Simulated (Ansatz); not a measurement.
# Ti: the cost of one run

Program: Ansatz 0.2.0. Level of theory: DFT PBE, scalar-relativistic, plane waves, PAW. These are calculated values, not measurements.

### 1 Starting point

It takes space group P6_3/mmc (No. 194, hexagonal). Conventional cell: a = 2.950 Å, b = 2.950 Å, c = 4.686 Å, α = 90.00°, β = 90.00°, γ = 120.00°. Ti (site symmetry -6m2) is surrounded by 12 Ti at 2.90 to 2.95 Å.

As a file:

```cif
data_structure
_symmetry_space_group_name_H-M 'P6_3/mmc'
_symmetry_Int_Tables_number 194
_cell_length_a 2.9500
_cell_length_b 2.9500
_cell_length_c 4.6860
_cell_angle_alpha 90.000
_cell_angle_beta 90.000
_cell_angle_gamma 120.000
_cell_volume 35.32
loop_
_atom_site_label
_atom_site_type_symbol
_atom_site_symmetry_multiplicity
_atom_site_Wyckoff_symbol
_atom_site_fract_x
_atom_site_fract_y
_atom_site_fract_z
_atom_site_occupancy
Ti1 Ti 2 c 0.33333 0.66667 0.25000 1
```

The cell is taken as given, not relaxed at this level.

### 2 Zero of energy

The reference gives a free energy of -4999.3423 eV, pressure -1.64 GPa, largest force 0.000 eV/Å and gap on the mesh none (metal). It was computed beforehand with the settings of the runs below.

### 3 Setting up energy and stress against strain

The cell is strained by ε times the Voigt pattern (1, 1, 0, 0, 0, 0) (xx, yy, zz, yz, xz, xy; engineering shear), with fractional coordinates fixed (clamped ions). The stress on the pattern is the sum of the stress components weighted by it, tension positive.

### 4 Point ε = -0.0600

Input file input.yaml:

```yaml
crystal:
  lattice:
    - [2.7729979888, 0.0, 0.0]
    - [-1.3864989944, 2.4014867029, 0.0]
    - [0.0, 0.0, 4.686]
  atoms:
    - { symbol: Ti, position: [0.3333333333, 0.6666666667, 0.25] }
    - { symbol: Ti, position: [0.6666666667, 0.3333333333, 0.75] }
basis:
  ecutwfc: 420
kpoints:
  mp_grid: { grid: [18, 18, 10] }
hamiltonian:
  xc: pbe
scf:
  occupations: { method: gaussian, width: 0.15 }
output:
  forces: true
  stress: true
  eigenvalues: true
```

Command:

```console
ansatz run input.yaml --threads 1 --pin off --max-ram 2560MiB --backend cpu --events-out ev --progress --plain --runs-dir out
```

**Question.** How long does this run take on 1 thread of Intel Xeon Platinum 8488C (Sapphire Rapids), shared host, and how much memory does it need?

About 3 s, with a peak of 0.43 GiB.
